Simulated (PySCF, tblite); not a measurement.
# C6H9FO: a rotation path, then NMR shifts on frames, part 2 of 2

tblite 0.8.0 and PySCF 2.14.0. Atoms count from 0.

### 5 Nuclear shieldings: image 4, PBE0/pcSseg-1

The job: settings as JSON, then the geometry in Å.

```
{"job": {"kind": "nmr", "xc": "PBE0", "basis": "pcSseg-1", "pop": false}, "charge": 0, "multiplicity": 1}
C      2.662500    -0.118900    -0.258400
C      1.276100     0.414900     0.068800
O      0.325100    -0.591400    -0.221400
C     -1.045000    -0.301600    -0.013200
C     -1.431700     1.140000     0.243400
C     -1.998200    -1.222500    -0.753700
C     -1.869000    -1.409500     0.529600
F     -2.217000    -2.126300     1.586400
H      2.712300    -0.415400    -1.302200
H      3.398800     0.658500    -0.071700
H      2.889700    -0.982800     0.358700
H      1.079200     1.308100    -0.538300
H      1.232500     0.695100     1.130700
H     -0.941100     1.526900     1.134300
H     -1.168500     1.768300    -0.605300
H     -2.506500     1.192900     0.390300
H     -2.406100    -1.524100    -1.687700
```

Method: GIAO PBE0/pcSseg-1 NMR shielding, non-relativistic, gas phase.

Log:

```text
coarse grid: 14272 points
cycle   1  E = -408.3393616681  dE =  1.206e+00  |g| = 7.074e-01  |ddm| = 3.657e+00
cycle   2  E = -408.2478516650  dE =  9.151e-02  |g| = 1.007e+00  |ddm| = 1.479e+00
cycle   3  E = -408.4321387547  dE = -1.843e-01  |g| = 1.372e-01  |ddm| = 1.026e+00
cycle   4  E = -408.4357983387  dE = -3.660e-03  |g| = 4.286e-02  |ddm| = 1.552e-01
cycle   5  E = -408.4361143334  dE = -3.160e-04  |g| = 1.826e-02  |ddm| = 4.606e-02
cycle   6  E = -408.4361779831  dE = -6.365e-05  |g| = 5.253e-03  |ddm| = 1.953e-02
cycle   7  E = -408.4361840137  dE = -6.031e-06  |g| = 1.210e-03  |ddm| = 4.943e-03
final grid: 138408 points
cycle   8  E = -408.5030856113  dE = -4.952e-05  |g| = 1.300e-02  |ddm| = 4.035e-02
cycle   9  E = -408.5030508331  dE =  3.478e-05  |g| = 1.920e-02  |ddm| = 2.393e-02
cycle  10  E = -408.5031184320  dE = -6.760e-05  |g| = 1.826e-03  |ddm| = 1.504e-02
cycle  11  E = -408.5031191464  dE = -7.144e-07  |g| = 2.574e-04  |ddm| = 1.889e-03
cycle  12  E = -408.5031191539  dE = -7.486e-09  |g| = 1.905e-04  |ddm| = 3.653e-04
cycle  13  E = -408.5031191622  dE = -8.303e-09  |g| = 4.726e-05  |ddm| = 1.854e-04
cycle  14  E = -408.5031191626  dE = -4.845e-10  |g| = 9.800e-06  |ddm| = 5.526e-05
converged SCF energy = -408.5031191626

GIAO shielding tensors (ppm)
atom      isotropic    diamagn.    paramagn.     s11        s22        s33       span
  0 C      168.625     245.477     -76.853    154.026    165.842    186.005     31.979
  1 C      121.636     246.360    -124.724     92.926    110.369    161.612     68.686
  2 O      239.402     401.427    -162.025    175.586    212.313    330.308    154.723
  3 C      115.214     233.560    -118.346     75.254     86.556    183.831    108.578
  4 C      163.924     248.197     -84.274    140.231    167.716    183.824     43.593
  5 C       91.282     258.876    -167.595      7.994     94.326    171.525    163.530
  6 C       15.284     256.996    -241.712   -106.874     66.149     86.577    193.451
  7 F      303.345     470.636    -167.291    155.594    263.253    491.186    335.592
  8 H       30.330      29.163       1.167     26.443     28.620     35.926      9.483
  9 H       30.738      27.633       3.105     26.740     27.915     37.558     10.818
 10 H       30.272      29.080       1.192     26.237     28.579     35.999      9.762
 11 H       27.810      32.186      -4.376     22.466     29.462     31.501      9.036
 12 H       27.816      31.965      -4.149     22.859     28.676     31.912      9.053
 13 H       29.419      30.463      -1.044     25.480     28.652     34.127      8.647
 14 H       29.499      30.183      -0.684     25.749     28.276     34.473      8.724
 15 H       30.912      29.485       1.427     26.791     29.194     36.749      9.959
 16 H       26.117      32.763      -6.646     23.782     25.406     29.164      5.382
```

Run time: 44 s. Hardware: 1 thread of Intel Xeon at 2.70GHz, shared host; peak memory 0.92 GiB.

Key values: δ C6 171.6, C5 95.6, C3 71.7, C1 65.3, H16 5.60, H11 3.91 ppm.

### 6 Shielding tensors: image 6, PBE0/pcSseg-1

The job: settings as JSON, then the geometry in Å.

```
{"job": {"kind": "nmr", "xc": "PBE0", "basis": "pcSseg-1", "pop": false}, "charge": 0, "multiplicity": 1}
C      2.649400    -0.079700    -0.282600
C      1.269000     0.209800     0.284100
O      0.293000    -0.388700    -0.556800
C     -1.041100    -0.216000    -0.153700
C     -1.507700     1.225100    -0.061200
C     -2.003900    -1.301400    -0.594300
C     -1.686200    -1.278900     0.667200
F     -1.837800    -1.826900     1.861500
H      2.706300     0.271200    -1.309300
H      3.400200     0.434200     0.312100
H      2.849500    -1.146600    -0.269400
H      1.115900     1.296300     0.319700
H      1.184700    -0.186900     1.306300
H     -0.974800     1.760500     0.722200
H     -1.330800     1.727000    -1.010600
H     -2.569100     1.253100     0.165100
H     -2.523600    -1.740100    -1.410200
```

Method: GIAO PBE0/pcSseg-1 NMR shielding, non-relativistic, gas phase.

Log:

```text
coarse grid: 14272 points
cycle   1  E = -408.3435346237  dE =  1.205e+00  |g| = 7.098e-01  |ddm| = 3.631e+00
cycle   2  E = -408.2509012489  dE =  9.263e-02  |g| = 1.010e+00  |ddm| = 1.418e+00
cycle   3  E = -408.4369374877  dE = -1.860e-01  |g| = 1.352e-01  |ddm| = 9.728e-01
cycle   4  E = -408.4404957658  dE = -3.558e-03  |g| = 4.859e-02  |ddm| = 1.515e-01
cycle   5  E = -408.4409189792  dE = -4.232e-04  |g| = 2.002e-02  |ddm| = 4.872e-02
cycle   6  E = -408.4409998301  dE = -8.085e-05  |g| = 4.810e-03  |ddm| = 2.006e-02
cycle   7  E = -408.4410049475  dE = -5.117e-06  |g| = 1.031e-03  |ddm| = 4.288e-03
final grid: 138408 points
cycle   8  E = -408.5071312975  dE = -3.797e-05  |g| = 1.261e-02  |ddm| = 3.213e-02
cycle   9  E = -408.5071008270  dE =  3.047e-05  |g| = 1.832e-02  |ddm| = 2.097e-02
cycle  10  E = -408.5071620219  dE = -6.119e-05  |g| = 1.604e-03  |ddm| = 1.313e-02
cycle  11  E = -408.5071625660  dE = -5.440e-07  |g| = 1.730e-04  |ddm| = 1.596e-03
cycle  12  E = -408.5071625707  dE = -4.763e-09  |g| = 1.008e-04  |ddm| = 2.555e-04
cycle  13  E = -408.5071625730  dE = -2.224e-09  |g| = 3.713e-05  |ddm| = 1.131e-04
cycle  14  E = -408.5071625733  dE = -2.985e-10  |g| = 9.735e-06  |ddm| = 3.779e-05
converged SCF energy = -408.5071625733

GIAO shielding tensors (ppm)
atom      isotropic    diamagn.    paramagn.     s11        s22        s33       span
  0 C      168.743     246.431     -77.688    153.714    166.493    186.020     32.306
  1 C      119.897     246.491    -126.594     89.335    105.908    164.447     75.111
  2 O      225.694     400.975    -175.281    178.748    187.187    311.148    132.400
  3 C      115.763     236.286    -120.524     77.956     86.192    183.139    105.183
  4 C      163.792     247.422     -83.629    138.094    165.673    187.611     49.517
  5 C       90.873     259.316    -168.443      6.734     96.772    169.113    162.379
  6 C       12.755     254.763    -242.009   -109.990     63.091     85.164    195.154
  7 F      301.767     471.437    -169.670    153.555    256.667    495.078    341.523
  8 H       30.349      29.422       0.927     26.327     28.768     35.952      9.625
  9 H       30.694      27.853       2.841     26.734     27.833     37.514     10.781
 10 H       30.255      29.290       0.964     26.224     28.556     35.984      9.760
 11 H       27.762      32.397      -4.636     22.522     29.577     31.185      8.663
 12 H       28.220      32.132      -3.913     23.764     28.549     32.346      8.582
 13 H       29.263      30.656      -1.393     24.964     29.121     33.704      8.740
 14 H       29.885      29.531       0.354     26.560     27.790     35.305      8.745
 15 H       30.976      29.605       1.371     26.915     29.168     36.845      9.930
 16 H       26.013      32.938      -6.925     23.641     25.247     29.151      5.510
```

It took 43 s on 1 thread of Intel Xeon at 2.70GHz, shared host; peak memory 0.85 GiB.

In short: δ C6 174.2, C5 96.1, C3 71.2, C1 67.0, H16 5.70, H11 3.96 ppm.

### 7 Nuclear shieldings: image 8, PBE0/pcSseg-1

The job: settings as JSON, then the geometry in Å.

```
{"job": {"kind": "nmr", "xc": "PBE0", "basis": "pcSseg-1", "pop": false}, "charge": 0, "multiplicity": 1}
C      2.638400    -0.081700    -0.264600
C      1.260300    -0.008300     0.370600
O      0.289900    -0.099500    -0.659600
C     -1.040200    -0.068300    -0.215500
C     -1.664500     1.312100    -0.273500
C     -1.875300    -1.318700    -0.455600
C     -1.497300    -1.084600     0.766300
F     -1.503800    -1.464100     2.033800
H      2.767200     0.740700    -0.962400
H      3.405000    -0.024700     0.503100
H      2.743900    -1.015400    -0.809400
H      1.143300     0.938100     0.918900
H      1.125900    -0.836300     1.083000
H     -1.132000     1.996600     0.384600
H     -1.602200     1.695600    -1.289300
H     -2.706700     1.268000     0.029900
H     -2.359000    -1.937300    -1.170100
```

Method: GIAO PBE0/pcSseg-1 NMR shielding, non-relativistic, gas phase.

Log:

```text
coarse grid: 14272 points
cycle   1  E = -408.3438288897  dE =  1.209e+00  |g| = 7.136e-01  |ddm| = 3.624e+00
cycle   2  E = -408.2500555411  dE =  9.377e-02  |g| = 1.015e+00  |ddm| = 1.374e+00
cycle   3  E = -408.4382093730  dE = -1.882e-01  |g| = 1.335e-01  |ddm| = 9.333e-01
cycle   4  E = -408.4416700970  dE = -3.461e-03  |g| = 5.059e-02  |ddm| = 1.498e-01
cycle   5  E = -408.4421363802  dE = -4.663e-04  |g| = 2.029e-02  |ddm| = 4.999e-02
cycle   6  E = -408.4422202027  dE = -8.382e-05  |g| = 4.692e-03  |ddm| = 1.977e-02
cycle   7  E = -408.4422250740  dE = -4.871e-06  |g| = 1.018e-03  |ddm| = 4.202e-03
final grid: 138408 points
cycle   8  E = -408.5080461005  dE = -4.309e-05  |g| = 1.225e-02  |ddm| = 4.098e-02
cycle   9  E = -408.5080192994  dE =  2.680e-05  |g| = 1.748e-02  |ddm| = 1.982e-02
cycle  10  E = -408.5080755774  dE = -5.628e-05  |g| = 1.598e-03  |ddm| = 1.190e-02
cycle  11  E = -408.5080761014  dE = -5.240e-07  |g| = 1.929e-04  |ddm| = 1.531e-03
cycle  12  E = -408.5080761068  dE = -5.402e-09  |g| = 1.220e-04  |ddm| = 2.762e-04
cycle  13  E = -408.5080761100  dE = -3.277e-09  |g| = 4.360e-05  |ddm| = 1.285e-04
cycle  14  E = -408.5080761105  dE = -4.146e-10  |g| = 9.854e-06  |ddm| = 4.382e-05
converged SCF energy = -408.5080761105

GIAO shielding tensors (ppm)
atom      isotropic    diamagn.    paramagn.     s11        s22        s33       span
  0 C      168.805     246.755     -77.950    153.685    166.442    186.289     32.604
  1 C      119.115     246.894    -127.779     83.197    109.749    164.398     81.201
  2 O      232.065     401.345    -169.280    176.642    193.613    325.941    149.300
  3 C      115.122     238.408    -123.286     76.332     84.268    184.766    108.435
  4 C      163.051     245.924     -82.873    131.697    169.037    188.418     56.721
  5 C       92.203     260.348    -168.145      6.660     98.085    171.862    165.203
  6 C       16.064     253.209    -237.145   -102.785     63.215     87.762    190.547
  7 F      306.824     472.752    -165.928    157.986    263.074    499.411    341.425
  8 H       30.365      29.511       0.854     26.259     28.804     36.032      9.773
  9 H       30.733      27.961       2.772     26.790     27.817     37.591     10.802
 10 H       30.374      29.494       0.880     26.458     28.743     35.921      9.463
 11 H       27.858      32.378      -4.520     23.423     28.306     31.845      8.421
 12 H       28.212      32.442      -4.230     23.127     29.787     31.723      8.596
 13 H       29.419      30.238      -0.819     25.370     28.722     34.165      8.795
 14 H       29.687      28.977       0.710     26.230     27.860     34.973      8.743
 15 H       31.062      29.328       1.734     26.749     29.078     37.359     10.610
 16 H       26.064      33.106      -7.042     23.605     25.335     29.250      5.645
```

Wall time 43 s (1 thread of Intel Xeon at 2.70GHz, shared host); peak memory 0.85 GiB.

This run: δ C6 170.9, C5 94.7, C3 71.8, C1 67.8, H16 5.65, H11 3.86 ppm.

### 8 Side by side: NMR shifts

Shifts (ppm) of some atoms, chosen among heavy atoms and hydrogens apart, with basis size and wall time:

| frame | C6 | C5 | C1 | H11 | H13 | O2 | F7 | functions | time |
| --- | --- | --- | --- | --- | --- | --- | --- | --- | --- |
| image 0 | 170.8 | 93.4 | 62.4 | 3.31 | 1.96 | 101.2 | -133.0 | 181 | 54 s |
| image 2 | 168.7 | 98.3 | 64.9 | 3.60 | 1.99 | 103.2 | -132.8 | 181 | 41 s |
| image 4 | 171.6 | 95.6 | 65.3 | 3.91 | 2.30 | 96.7 | -132.4 | 181 | 44 s |
| image 6 | 174.2 | 96.1 | 67.0 | 3.96 | 2.45 | 110.4 | -130.8 | 181 | 43 s |
| image 8 | 170.9 | 94.7 | 67.8 | 3.86 | 2.30 | 104.0 | -135.9 | 181 | 43 s |

### 9 Results

This closing draws on all 2 parts.

| quantity | value |
| --- | --- |
| barrier | 0.144 eV (3.3 kcal/mol) at image 4 |
| end to end (GFN2-xTB) | 0.000 eV |
| 13C shifts against TMS (PBE0/pcSseg-1, image 0) | 170.8, 93.4, 71.0, 62.4, 23.0, 17.9 ppm |
| 1H shifts against TMS (PBE0/pcSseg-1, image 0) | 5.84, 3.76, 3.31, 2.31, 1.96, 1.41, 1.29, 1.02, 0.66 ppm |
| 17O shifts against H2O (PBE0/pcSseg-1, image 0) | 101.2 ppm |
| 19F shifts against CFCl3 (PBE0/pcSseg-1, image 0) | -133.0 ppm |
| range of the shift of O2 | 96.7 to 110.4 ppm |

**Reading.** Along the band the dihedral turns by 176°, and the top (dihedral 218°) lies 3.3 kcal/mol above the start (GFN2-xTB, rough), so at room temperature this motion is fast. The top was not checked by a frequency run. Shifts at one fixed geometry are not the observed spectrum, which averages over the motion. In the first frame run (image 0): Shielding is most anisotropic at F7 (span 338 ppm, paramagnetic term -166 ppm). In ppm, O2 moves most: its shift spreads over 13.7 ppm, from 96.7 (image 4) to 110.4 (image 6).
